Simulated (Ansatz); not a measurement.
## H6SSiSn, SMILES S[SiH2][SnH3]: a single point in a Gaussian basis, step by step

Computed with Ansatz 0.2.0, Python API.

Typed at the interpreter:
```pycon
>>> from dataclasses import dataclass
>>> import ansatz as az
>>> @dataclass(frozen=True)
... class Options:
...     basis_set: str = "def2-SVP"
...     level: str = "rpa"
...
>>> opts = Options()
>>> geometry_ang = [
...     ("S", (-2.2841, 0.6336, -0.5942)),
...     ("Si", (-0.2889, 1.1225, -0.1443)),
...     ("Sn", (0.8562, -0.9832, 0.5411)),
...     ("H", (-1.8835, -0.2315, -1.6057)),
...     ("H", (0.3778, 1.6746, -1.351)),
...     ("H", (-0.2312, 2.1195, 0.9516)),
...     ("H", (0.8338, -2.1469, -0.7459)),
...     ("H", (2.6016, -0.61, 0.9146)),
...     ("H", (0.1069, -1.6249, 2.0166)),
... ]
>>> mol = az.Crystal.molecule()
>>> for symbol, xyz in geometry_ang:
...     mol = mol.atom(symbol, xyz)
...
>>> job = (
...     mol.calculation()
...     .basis(gaussian=opts.basis_set)
...     .correlation(opts.level)
... )
>>> summary = job.session().plan(threads=1).execute().report
>>> for key in ("converged", "free_energy_ev", "reference_energy_ev", "n_frozen", "n_occupied", "n_virtual"):
...     print(f"{key:22s} {summary[key]}")
...
converged              True
free_energy_ev         -24586.20388345255
reference_energy_ev    -24573.970657588405
n_frozen               14
n_occupied             [15, 15]
n_virtual              [63, 63]
>>> parts = summary["correlation"]
>>> for name in ("random_phase", "coupled_cluster", "perturbative"):
...     if name in parts:
...         print(f"{name:16s} {parts[name]['energy']['hartree']:12.7f} Ha")
...
random_phase       -0.4495628 Ha
>>> if "second_order" in parts:
...     pair = parts["second_order"]
...     print(f"MP2 same spin {pair['same_spin']['hartree']:.7f} Ha, opposite spin {pair['opposite_spin']['hartree']:.7f} Ha")
...
>>> state = summary["mean_field"]["state"]
>>> print(f"mean field: {state['energy']['hartree']:.7f} Ha, <S^2> = {abs(state['spin_squared']):.4f}, stability: {state.get('stability', {}).get('kind')}")
mean field: -903.0767648 Ha, <S^2> = 0.0000, stability: minimum
```

What to keep in mind:
- The settings weren't tested for convergence.
- The geometry is a force-field or estimated start, not a minimum of this method, and the basis set is short of its limit.
- def2 sets replace the cores of elements past krypton by effective core potentials.
- S² is that of the Hartree-Fock reference.
- Run time: 2 s on 1 thread of Arm Neoverse V2, on a shared host, peak memory 0.23 GiB.
